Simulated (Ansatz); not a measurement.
# Re: equation of state

The task here is to estimate one member of a computed series from the others.

Program: Ansatz 0.2.0. Level of theory: DFT PBEsol, scalar-relativistic. These are calculated values, not measurements.

### The system as given

It takes space group R-3m (No. 166, trigonal). Conventional cell: a = 2.768 Å, b = 2.768 Å, c = 20.096 Å, α = 90.00°, β = 90.00°, γ = 120.00°. Around Re (site symmetry -3m) lie 12 Re at 2.75 to 2.77 Å. Re (site symmetry 3m) has 12 Re at 2.74 to 2.77 Å in its first shell of neighbours.

As a file:

```xyz
3
Lattice="1.3839 0.7990 6.6986 -1.3839 0.7990 6.6986 0.0000 -1.5980 6.6986" Properties=species:S:1:pos:R:3 pbc="T T T"
Re    0.0000    0.0000    0.0000
Re    0.0000    0.0000    4.4648
Re    0.0000    0.0000   15.6311
```

Atoms are numbered in the order of the input: Re1, Re2, Re3.

Set-up of the first run:

Contents of input.yaml:

```yaml
crystal:
  lattice:
    - [1.3556718956, 0.7826975339, 6.5618634312]
    - [-1.3556718956, 0.7826975339, 6.5618634312]
    - [0.0, -1.5653950678, 6.5618634312]
  atoms:
    - { symbol: Re, position: [0.0, 0.0, 0.0] }
    - { symbol: Re, position: [0.22217388, 0.22217388, 0.22217388] }
    - { symbol: Re, position: [0.77782612, 0.77782612, 0.77782612] }
kpoints:
  mp_grid: { grid: [15, 15, 15] }
  band_path:
    path:
      - [0.0, 0.0, 0.0]
      - [0.5, 0.5, 0.5]
      - [0.823848225, 0.176151775, 0.5]
      - [0.5, -0.176151775, 0.176151775]
      - [0.5, 0.0, 0.0]
      - [0.0, 0.0, 0.0]
      - [0.3380758875, -0.3380758875, 0.0]
      - [0.6619241125, 0.0, 0.3380758875]
      - [0.5, 0.0, 0.5]
    npoints: 5
scf:
  occupations: { method: fermi_dirac, width: 0.05 }
hamiltonian:
  xc: pbesol
  pseudopotentials: { kind: all_electron, lapw: { basis_error: 0.0005 } }
output:
  forces: true
  stress: true
  eigenvalues: true
```

The run is started by

```sh
ansatz run input.yaml --threads 1 --pin off --max-ram 6144MiB --backend cpu --events-out ev --progress --plain --runs-dir out
```

Among the steps run: Volume × 0.94, LAPW; Volume × 0.94, PAW; Volume × 0.94, crystal datasets; Volume × 0.98, LAPW; Volume × 0.98, PAW; Volume × 0.98, crystal datasets; Volume × 1.01, LAPW; Volume × 1.01, PAW; Volume × 1.01, crystal datasets; Volume × 1.04, LAPW; Volume × 1.04, PAW; Volume × 1.04, crystal datasets.

One table of the session follows, with a row left open; its other results are not shown here.

```
          method  volume (Å³/atom)  largest force (eV/Å)
            LAPW            13.925                 0.055
            LAPW            14.518                 0.032
            LAPW            14.962                 0.018
            LAPW            15.407                 0.008
             PAW            13.925                 0.057
             PAW            14.518                 0.033
             PAW            14.962                 0.019
             PAW            15.407                 0.008
crystal datasets            13.925                     ?
crystal datasets            14.518                 0.032
crystal datasets            14.962                 0.018
crystal datasets            15.407                 0.008
```

Q: Estimate the row for crystal datasets, 13.925 from the others.

As computed: largest force (eV/Å): 0.056. In the column «largest force (eV/Å)» it lies between LAPW, 13.925 (0.055) and PAW, 13.925 (0.057).

Caveats from the session: Warnings in the runs' records: gradients without spin orbit, crystal datasets made.
